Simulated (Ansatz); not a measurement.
# Cl4H4NOTa: the cost of one run

Method: RKS PBE/def2-SVP, in Ansatz 0.2.0.

## Step 1: Starting point

Bond lengths: Ta1–O2 2.370 Å, O2–H3 1.010 Å, Ta1–Cl4 2.470 Å, Ta1–Cl5 2.470 Å, Ta1–Cl6 2.470 Å, Ta1–Cl7 2.470 Å, Ta1–N8 2.460 Å, N8–H9 1.060 Å, N8–H10 1.060 Å, Ta1–H11 2.408 Å. Angles (14 of 25 angles, heavy atoms first): O2–Ta1–Cl4 90.0°, O2–Ta1–Cl5 90.0°, O2–Ta1–Cl6 120.0°, O2–Ta1–Cl7 120.0°, O2–Ta1–N8 71.6°, Cl4–Ta1–Cl5 180.0°, Cl4–Ta1–Cl6 90.0°, Cl4–Ta1–Cl7 90.0°, Cl4–Ta1–N8 57.4°, Cl5–Ta1–Cl6 90.0°, Cl5–Ta1–Cl7 90.0°, Cl5–Ta1–N8 122.6°, Cl6–Ta1–Cl7 120.0°, Cl6–Ta1–N8 58.7°.

As a file:

```xyz
11

Ta    0.0000    0.0000    0.0000
O     2.3700    0.0000    0.0000
H     2.7071   -0.5308    0.7903
Cl    0.0000    0.0000    2.4700
Cl    0.0000    0.0000   -2.4700
Cl   -1.2350    2.1390    0.0000
Cl   -1.2350   -2.1390    0.0000
N     0.7757    1.9227    1.3241
H     1.1193    1.7788    2.3165
H     0.7664    2.8951    0.9022
H     1.9581    1.1538    0.7945
```

## Step 2: Pulling towards end A

Springs on the bonds that form and break draw the guess towards this end; the thresholds are loose.

Input file input.yaml:

```yaml
crystal:
  periodic: [false, false, false]
  atoms:
    - { symbol: Ta, position_ang: [0.0, 0.0, 0.0] }
    - { symbol: O, position_ang: [2.37, 0.0, 0.0] }
    - { symbol: H, position_ang: [2.7071, -0.5308, 0.7903] }
    - { symbol: Cl, position_ang: [0.0, 0.0, 2.47] }
    - { symbol: Cl, position_ang: [0.0, 0.0, -2.47] }
    - { symbol: Cl, position_ang: [-1.235, 2.139, 0.0] }
    - { symbol: Cl, position_ang: [-1.235, -2.139, 0.0] }
    - { symbol: "N", position_ang: [0.7757, 1.9227, 1.3241] }
    - { symbol: H, position_ang: [1.1193, 1.7788, 2.3165] }
    - { symbol: H, position_ang: [0.7664, 2.8951, 0.9022] }
    - { symbol: H, position_ang: [1.9581, 1.1538, 0.7945] }
basis:
  gaussian: { orbitals: def2-SVP }
hamiltonian:
  xc: pbe
relax:
  f_tol: 0.15
  max_steps: 25
  restrain:
    - { distance: [0, 7], at: 3.36, k: 30.0 }
    - { distance: [10, 1], at: 2.21, k: 30.0 }
    - { distance: [0, 1], at: 2.02, k: 30.0 }
    - { distance: [10, 7], at: 1.06, k: 30.0 }
```

Run with:

```console
ansatz run input.yaml --threads 4 --pin off --max-ram 5120MiB --backend cpu --events-out ev --progress --plain --runs-dir out
```

What time and memory should one allow on 4 threads of Intel Xeon 6975P-C (Granite Rapids), shared host?

About 30 s, with a peak of 0.28 GiB.
